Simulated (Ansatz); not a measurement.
# GeH3N: the cost of one run

Program: Ansatz 0.2.0, Gaussian basis. Level of theory: the settings change from run to run. These are calculated values, not measurements.

20 further runs of the same task are left out: 1 for a known fault of the program, 8 that didn't finish, 11 set aside as unsound or not needed.

## Step 1: The system

The geometry is a PBE0/def2-TZVP stationary point (not a proven minimum) with its atoms shifted at random (size 0.040 Å). No spin-orbit coupling is included. The filled d shell of Ge may be among the frozen orbitals whatever the setting's name suggests; the logs give the count.

5 atoms, charge 0, spin multiplicity 3.

Atoms are counted from 1 here; the program's logs count them from 0.

Bond lengths: Ge1–N2 1.860 Å, Ge1–H3 1.498 Å, N2–H4 0.972 Å, N2–H5 1.126 Å. Angles: N2–Ge1–H3 111.4°, Ge1–N2–H4 117.8°, Ge1–N2–H5 116.6°, H4–N2–H5 107.6°.

Coordinates:

```
atom     x (Å)     y (Å)     z (Å)
 Ge1   0.00133   0.04670   0.33388
  N2   0.00049  -0.17339  -1.51352
  H3   0.04846  -1.27291   1.04036
  H4   0.77167   0.15037  -2.00919
  H5  -0.92269   0.16655  -2.06068
```

## Step 2: CCSD on ROHF/cc-pVDZ

Contents of in.yaml:

```yaml
crystal:
  periodic: [false, false, false]
  atoms:
    - {symbol: Ge, position_ang: [0.001328, 0.046698, 0.333879]}
    - {symbol: N, position_ang: [0.000495, -0.173385, -1.513521]}
    - {symbol: H, position_ang: [0.048459, -1.272908, 1.040359]}
    - {symbol: H, position_ang: [0.771668, 0.150374, -2.009190]}
    - {symbol: H, position_ang: [-0.922689, 0.166554, -2.060679]}
basis:
  gaussian: {orbitals: cc-pVDZ}
magnetization: {spin_polarized: false, initial_magnetization: 2}
correlation: {method: ccsd, electrons: outside_noble_gas}
accuracy: high
output: {forces: true}
```

The run is started by

```console
> ansatz run in.yaml --threads 1 --pin off --events-out ev --progress --plain --max-ram 2393MiB
```

Q: Estimate wall time and peak memory on 1 thread of Arm Neoverse V1, shared host.

About 13 s, with a peak of 0.27 GiB.
